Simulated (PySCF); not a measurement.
# CH3ClF2STi (SMILES C[S][Ti]([F])([F])[Cl]) at B3LYP/6-31G(d) (spherical functions)

Aim: the vertical ionisation energy of CH3ClF2STi at B3LYP/6-31G* (spherical functions), from 2 runs. The job is set up through a Python script.

The calculation is run with PySCF 2.14.0.

1 further run of the same task is left out (set aside as unsound or not needed).

**1. The molecule**

The species is CH3ClF2STi (9 atoms), meant as a singlet with charge 0. SMILES: `C[S][Ti]([F])([F])[Cl]`. Geometry: relaxed at PBE0-D4/def2-TZVP. This is one conformer, not always the lowest.

Bond lengths: C1–S2 1.821 Å, S2–Ti3 2.243 Å, Ti3–F4 1.750 Å, Ti3–F5 1.739 Å, Ti3–Cl6 2.192 Å, C1–H7 1.090 Å, C1–H8 1.090 Å, C1–H9 1.089 Å. Some angles: C1–S2–Ti3 97.5°, S2–Ti3–F4 107.5°, S2–Ti3–F5 106.3°, S2–Ti3–Cl6 107.8°, F4–Ti3–F5 113.6°, F4–Ti3–Cl6 108.6°, F5–Ti3–Cl6 112.7°, S2–C1–H7 107.0°, S2–C1–H8 111.6°, S2–C1–H9 109.7°.

**2. The energy at B3LYP/6-31G(d) (spherical functions)**

input.py reads:

```python
# C[S][Ti]([F])([F])[Cl]
from pyscf import gto, dft

mol = gto.Mole()
mol.atom = [
    ('C', (-1.301000, 0.453900, 0.690100)),
    ('S', (-0.747700, 0.606000, -1.038600)),
    ('Ti', (1.206400, -0.471800, -0.815200)),
    ('F', (0.870500, -2.022400, -0.076700)),
    ('F', (1.884300, -0.592500, -2.412500)),
    ('Cl', (2.463600, 0.693600, 0.550200)),
    ('H', (-2.383900, 0.574700, 0.688900)),
    ('H', (-1.060000, -0.525400, 1.104300)),
    ('H', (-0.843800, 1.237500, 1.292300)),
]
mol.basis = '6-31g*'
mol.max_memory = 1860
mol.verbose = 3
mol.build()

mf = dft.RKS(mol, xc='b3lyp')
mf.grids.level = 5
mf.conv_tol = 1e-10
mf.kernel()
if not mf.converged:
    mf = mf.newton().run(mf.mo_coeff, mf.mo_occ)

e_tot = mf.e_tot
print('Final energy', e_tot)
```

Launch:

```
OMP_NUM_THREADS=1 python input.py
```

Standard output:

```text
converged SCF energy = -1947.64718616662
Final energy -1947.6471861666155
```

Run time: 50 s. Hardware: 1 thread of Intel Xeon Platinum 8259CL at 2.50GHz (Skylake/Cascade Lake), shared host; peak memory 0.68 GiB.

**3. The doublet cation**

run.py reads:

```python
from pyscf import gto, dft

mol = gto.Mole()
mol.atom = '''
C     -2.458534     0.857747     1.304100
S     -1.412948     1.145174    -1.962670
Ti     2.279766    -0.891573    -1.540505
F      1.645007    -3.821782    -0.144942
F      3.560811    -1.119663    -4.558964
Cl     4.655529     1.310714     1.039727
H     -4.504918     1.086026     1.301832
H     -2.003110    -0.992862     2.086825
H     -1.594551     2.338536     2.442093
'''
mol.charge = 1
mol.basis = '6-31g*'
mol.spin = 1
mol.unit = 'bohr'
mol.max_memory = 1860
mol.verbose = 3
mol.build()

mf = dft.UKS(mol)
mf.xc = 'b3lyp'
mf.grids.level = 5
mf.conv_tol = 1e-10
mf.kernel()
if not mf.converged:
    mf = mf.newton().run(mf.mo_coeff, mf.mo_occ)

e_tot = mf.e_tot
print('E = %.10f Eh' % e_tot)
```

Launch:

```
OMP_NUM_THREADS=1 python run.py
```

Standard output:

```text
WARN: HOMO -0.308838310541804 >= LUMO -0.308838310541806

WARN: HOMO -0.452615974870289 >= LUMO -0.452346372416222

converged SCF energy = -1947.28702628678  <S^2> = 0.75620759  2S+1 = 2.006198
E = -1947.2870262868 Eh
```

Wall time 1.7 min (1 thread of Intel Xeon Platinum 8259CL at 2.50GHz (Skylake/Cascade Lake), shared host); peak memory 0.7 GiB.

**4. What came out**

At B3LYP/6-31G* (spherical functions):

```
                                          quantity           value
                  singlet CH3ClF2STi: total energy  -1947.64719 Eh
                 singlet CH3ClF2STi: dipole moment          2.13 D
                   singlet CH3ClF2STi: HOMO energy        -7.57 eV
                   singlet CH3ClF2STi: LUMO energy        -3.29 eV
                 singlet CH3ClF2STi: HOMO–LUMO gap         4.29 eV
                      doublet cation: total energy  -1947.28703 Eh
doublet cation: HOMO energy (highest over α and β)       -14.44 eV
 doublet cation: LUMO energy (lowest over α and β)       -12.03 eV
                              doublet cation: ⟨S²⟩           0.756
vertical ionisation energy (to the doublet cation)        9.800 eV
```

Removing an electron at fixed nuclei costs 9.80 eV (946 kJ/mol). The negative HOMO energy of the first species, 7.57 eV, lies 2.23 eV below that difference. Mulliken charges (singlet CH3ClF2STi) run from -0.62 on C1 to +1.05 on Ti3. Mulliken charges (doublet cation) run from -0.69 on C1 to +1.10 on Ti3; they depend strongly on the basis.
